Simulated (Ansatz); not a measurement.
# Si16B: the cost of one run

Program: Ansatz 0.2.0. Level of theory: DFT PBE+D3(BJ), plane waves, PAW, scalar-relativistic, collinear spin. These are calculated values, not measurements.

## 1. Starting point

The cell holds 17 atoms (BSi16): a = 7.679 Å, b = 7.679 Å, c = 7.679 Å, α = 60.00°, β = 60.00°, γ = 60.00°.

Its coordinates follow in the input file.

## 2. Relaxing the start

The input, input.yaml:

```yaml
accuracy: low
crystal:
  lattice:
    - [0.0, 5.43, 5.43]
    - [5.43, 0.0, 5.43]
    - [5.43, 5.43, 0.0]
  atoms:
    - { symbol: Si, position: [0.0, 0.0, 0.0] }
    - { symbol: Si, position: [0.125, 0.125, 0.125] }
    - { symbol: Si, position: [0.0, 0.0, 0.5] }
    - { symbol: Si, position: [0.125, 0.125, 0.625] }
    - { symbol: Si, position: [0.0, 0.5, 0.0] }
    - { symbol: Si, position: [0.125, 0.625, 0.125] }
    - { symbol: Si, position: [0.0, 0.5, 0.5] }
    - { symbol: Si, position: [0.125, 0.625, 0.625] }
    - { symbol: Si, position: [0.5, 0.0, 0.0] }
    - { symbol: Si, position: [0.625, 0.125, 0.125] }
    - { symbol: Si, position: [0.5, 0.0, 0.5] }
    - { symbol: Si, position: [0.625, 0.125, 0.625] }
    - { symbol: Si, position: [0.5, 0.5, 0.0] }
    - { symbol: Si, position: [0.625, 0.625, 0.125] }
    - { symbol: Si, position: [0.5, 0.5, 0.5] }
    - { symbol: Si, position: [0.625, 0.625, 0.625] }
    - { symbol: B, position: [0.8777927, 0.8722706, 0.3753178], spin: 1.0 }
magnetization:
  spin_polarized: true
basis:
  ecutwfc: 420.0
kpoints:
  mp_grid: { grid: [2, 2, 2] }
hamiltonian:
  xc: pbe
  dispersion: d3bj
  pseudopotentials: { kind: paw, azcp: { folder: soft_1 } }
scf:
  occupations: { method: fermi_dirac, width: 0.05 }
  lower_state_search: "off"
relax:
  f_tol: 0.08
  max_steps: 25
  adjacent_minimum: "off"
```

Run with:

```
ansatz run input.yaml --threads 1 --pin off --max-ram 3072MiB --backend cpu --events-out ev --progress --plain --runs-dir out
```

What time and memory should one allow on 1 thread of Arm Neoverse V2, shared host?

About 2.8 min, with a peak of 0.66 GiB.
